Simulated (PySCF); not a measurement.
# CH9FOSi3: magnetic properties

What do calculations give for the magnetic properties of CH9FOSi3 (`C[SiH2]O[SiH2][SiH2]F`)?

Computed with PySCF 2.14.0 and routines of our own; the level stands in each step. Atoms count from 0.

## 1. The system as given

15 atoms, charge 0, multiplicity 1; geometry from: GFN2-xTB.

## 2. Magnetic properties: GIAO B3LYP/pcSseg-1

What the job is given:

```
{"job": {"kind": "mag", "xc": "B3LYP", "basis": "pcSseg-1", "isotopologues": 2}, "charge": 0, "multiplicity": 1}
C     -2.573354     0.301498    -0.572719
Si    -1.541024    -1.081278     0.209644
O     -0.012201    -0.566494     0.392272
Si     1.198583     0.432773     0.809133
Si     2.738589     0.214869    -0.876276
F      3.891029     1.313455    -0.573558
H     -2.155954     0.615845    -1.526022
H     -3.594013    -0.021429    -0.752056
H     -2.613812     1.177840     0.069360
H     -1.400722    -2.238169    -0.674171
H     -2.046268    -1.435386     1.536834
H      0.631674     1.781274     0.974933
H      1.626469    -0.014581     2.142904
H      3.508963    -1.028305    -0.949475
H      2.337626     0.556079    -2.244024
```

Method: GIAO B3LYP/pcSseg-1 magnetisability, rotational g tensor and spin-rotation constants, non-relativistic, gas phase.

Started as:

```sh
> OMP_NUM_THREADS=1 python excited_run.py task.json out
```

The driver reads the jobs from task.json and runs them one after another.

The log of the run:

```text
coarse grid: 13712 points
cycle   1  E = -1086.9811392645  dE =  3.686e-01  |g| = 1.050e+00  |ddm| = 3.457e+00
cycle   2  E = -1086.5813495803  dE =  3.998e-01  |g| = 1.815e+00  |ddm| = 2.319e+00
cycle   3  E = -1087.1670163511  dE = -5.857e-01  |g| = 1.529e-01  |ddm| = 1.742e+00
cycle   4  E = -1087.1709097356  dE = -3.893e-03  |g| = 8.006e-02  |ddm| = 1.834e-01
cycle   5  E = -1087.1721643963  dE = -1.255e-03  |g| = 1.763e-02  |ddm| = 6.275e-02
cycle   6  E = -1087.1722083908  dE = -4.399e-05  |g| = 4.596e-03  |ddm| = 1.448e-02
cycle   7  E = -1087.1722126187  dE = -4.228e-06  |g| = 1.045e-03  |ddm| = 4.958e-03
final grid: 118152 points
cycle   8  E = -1087.2172913248  dE = -1.624e-05  |g| = 5.616e-03  |ddm| = 1.434e-02
cycle   9  E = -1087.2172860250  dE =  5.300e-06  |g| = 7.550e-03  |ddm| = 9.469e-03
cycle  10  E = -1087.2172980659  dE = -1.204e-05  |g| = 9.009e-04  |ddm| = 5.585e-03
cycle  11  E = -1087.2172982080  dE = -1.420e-07  |g| = 2.091e-04  |ddm| = 9.214e-04
cycle  12  E = -1087.2172982162  dE = -8.281e-09  |g| = 4.583e-05  |ddm| = 1.789e-04
cycle  13  E = -1087.2172982165  dE = -2.972e-10  |g| = 2.038e-05  |ddm| = 4.416e-05
converged SCF energy = -1087.2172982165

Magnetisability tensor (1e-30 J/T^2)
    -1248.73     -168.20      -45.36
     -168.20    -1149.68      -46.98
      -45.36      -46.98    -1039.10
isotropic -1145.84   principal values   -1386.52  -1035.90  -1015.09
isotropic susceptibility -69.004 1e-6 cm^3/mol

Inertial axes            a          b          c
rot. const./GHz      4.5468     0.6707     0.6574
chi total           -78.880    -62.374    -65.758
chi diamagnetic    -413.601  -1844.150  -1881.491
chi paramagnetic    334.720   1781.776   1815.734
quadrupole/D A       -5.160      2.819      2.340
g nuclear            0.6531     0.5456     0.5464
g electronic        -0.7150    -0.5615    -0.5608
g total             -0.0619    -0.0158    -0.0144

Spin-rotation constants (kHz, H = +C I.J)
atom  isotope        aa         bb         cc
  5    19F        1.886      0.028      0.158
  6     1H       -0.378     -0.012     -0.078
  7     1H       -0.005     -0.075     -0.077
  8     1H       -0.530     -0.067      0.000
  9     1H       -0.414     -0.042      0.018
 10     1H       -0.246      0.013     -0.058
 11     1H       -0.392     -0.060      0.036
 12     1H       -0.410      0.040     -0.059
 13     1H       -0.344     -0.056      0.027
 14     1H       -0.413      0.043     -0.061
  0    13C*       0.492      0.084      0.083
  1   29Si*      -2.641     -0.431     -0.414
  2    17O*      -0.566     -0.009     -0.018
  3   29Si*      -2.400     -0.424     -0.413
  4   29Si*      -2.591     -0.467     -0.435
* in the singly substituted isotopologue

Isotopologues: g along a, b, c
2H    at 6,7,8,9,10,11,    -0.0480    -0.0145    -0.0130
13C   at 0                 -0.0610    -0.0157    -0.0141
```

Run time: 34 s. Hardware: 1 thread of Intel Xeon Platinum 8488C, shared host; peak memory 0.84 GiB.

Key values:

```csv
quantity,value
magnetisability,-1146·10⁻³⁰ J/T²
molar susceptibility,-69.0·10⁻⁶ cm³/mol
"rotational g (a, b, c)","-0.0619, -0.0158, -0.0144"
```

Orbitals, density, ELF and potential are computed afterwards from the orbital file.

Frontier orbitals at B3LYP/pcSseg-1, with the share of their density that lies nearest to each atom:

```csv
orbital,energy (eV),lies on
HOMO,-7.93,"O2 24 %; Si3, Si4 about 16 % each; H10, H12 about 8 % each"
LUMO,-1.29,Si4 21 %; Si3 16 %; F5 11 %
```

ELF in a plane through or near 5 of the atoms.

Values, 10 rows by 14 columns:
```
0.00 0.00 0.00 0.00 0.00 0.00 0.00 0.00 0.00 0.00 0.00 0.00 0.00 0.00
0.00 0.00 0.00 0.00 0.00 0.00 0.00 0.00 0.00 0.00 0.00 0.00 0.00 0.00
0.00 0.00 0.00 0.12 0.97 0.76 0.01 0.00 0.26 0.62 0.03 0.00 0.00 0.00
0.00 0.00 0.07 0.04 0.96 0.79 0.01 0.00 0.97 0.99 0.31 0.58 0.00 0.00
0.00 0.07 0.73 0.80 0.08 0.58 0.06 0.04 0.24 0.43 0.93 0.99 0.02 0.00
0.00 0.03 0.57 0.64 0.58 0.66 0.11 0.64 0.20 0.74 0.29 0.21 0.00 0.00
0.00 0.00 0.01 0.01 0.26 0.15 0.17 0.60 0.13 0.27 0.04 0.00 0.00 0.00
0.00 0.00 0.00 0.00 0.69 1.00 0.96 0.01 0.02 0.88 0.48 0.00 0.00 0.00
0.00 0.00 0.00 0.00 0.40 0.99 0.94 0.01 0.00 0.05 0.01 0.00 0.00 0.00
0.00 0.00 0.00 0.00 0.00 0.01 0.00 0.00 0.00 0.00 0.00 0.00 0.00 0.00
```
The map spans 13.3 Å across and 9.8 Å up, centred on the molecule. Atoms in the plane (x, y in Å): C0 (2.5, 0.7), Si3 (-1.2, -0.9), H6 (2.0, 1.7), H7 (3.5, 0.9), H12 (-1.5, -2.3).

log10 of the density (e/Å³) in the same plane.

Ten even steps from '0' (-4.0) to '9' (1.9):
```
0000000000000000000000000000
0000000000000000000000000000
0000000111100000000000000000
0000012233211000122110000000
0000022344321002233322100000
0001223455432113455443210000
0012344555432123566554321000
0024566555543224567666531000
0034677665544334568876532000
0034677666655554566665431000
0024566556666665556654321000
0012344455798665555443210000
0001233345687655444432100000
0000012345666544444432100000
0000001345665433334332100000
0000001234554322223221000000
0000000223443221122210000000
0000000112222110000000000000
0000000001111000000000000000
0000000000000000000000000000
```
The map spans 13.3 Å across and 9.8 Å up, centred on the molecule. Atoms in the plane (x, y in Å): C0 (2.5, 0.7), Si3 (-1.2, -0.9), H6 (2.0, 1.7), H7 (3.5, 0.9), H12 (-1.5, -2.3).

On the surface of density 0.002 e/bohr³ the electrostatic potential runs, from the 1st to the 99th percentile, from -1.18 V near F5 to 1.70 V near Si4.

## 3. Magnetic properties: SCAN/pcSseg-0

Settings changed since step 2:

```diff
@@ -1,2 +1,2 @@
-{"job": {"kind": "mag", "xc": "B3LYP", "basis": "pcSseg-1", "isotopologues": 2}, "charge": 0, "multiplicity": 1}
+{"job": {"kind": "mag", "xc": "SCAN", "basis": "pcSseg-0", "scf": {"max_cycle": 87}}, "charge": 0, "multiplicity": 1}
 C     -2.573354     0.301498    -0.572719
```

Level: SCAN/pcSseg-0.

The log of the run:

```text
NotImplementedError: meta-GGA with London orbitals
```

Wall time 6.9 s (1 thread of Intel Xeon Platinum 8488C, shared host); peak memory 0.42 GiB.

Why it failed: This response code has no terms for the kinetic-energy density, so it refuses meta-GGA functionals here. The remedy is to take a GGA or a hybrid, or another code.

## 4. Results

| quantity | value |
| --- | --- |
| magnetisability (step 2, GIAO B3LYP/pcSseg-1) | -1146·10⁻³⁰ J/T² |
| molar susceptibility (step 2, GIAO B3LYP/pcSseg-1) | -69.0·10⁻⁶ cm³/mol |
| rotational g (a, b, c) (step 2, GIAO B3LYP/pcSseg-1) | -0.0619, -0.0158, -0.0144 |
| surface potential, 1st and 99th percentile | -1.18 V and 1.70 V |
| runs | 1 failed, 0 ended on unsound input |

What this shows: At B3LYP/pcSseg-1, counted by nearest atom on the grid, the HOMO lies on O2 24 %; Si3, Si4 about 16 % each, the LUMO on Si4 21 %; Si3 16 %. Vibrational averaging and real surroundings are missing from these values.
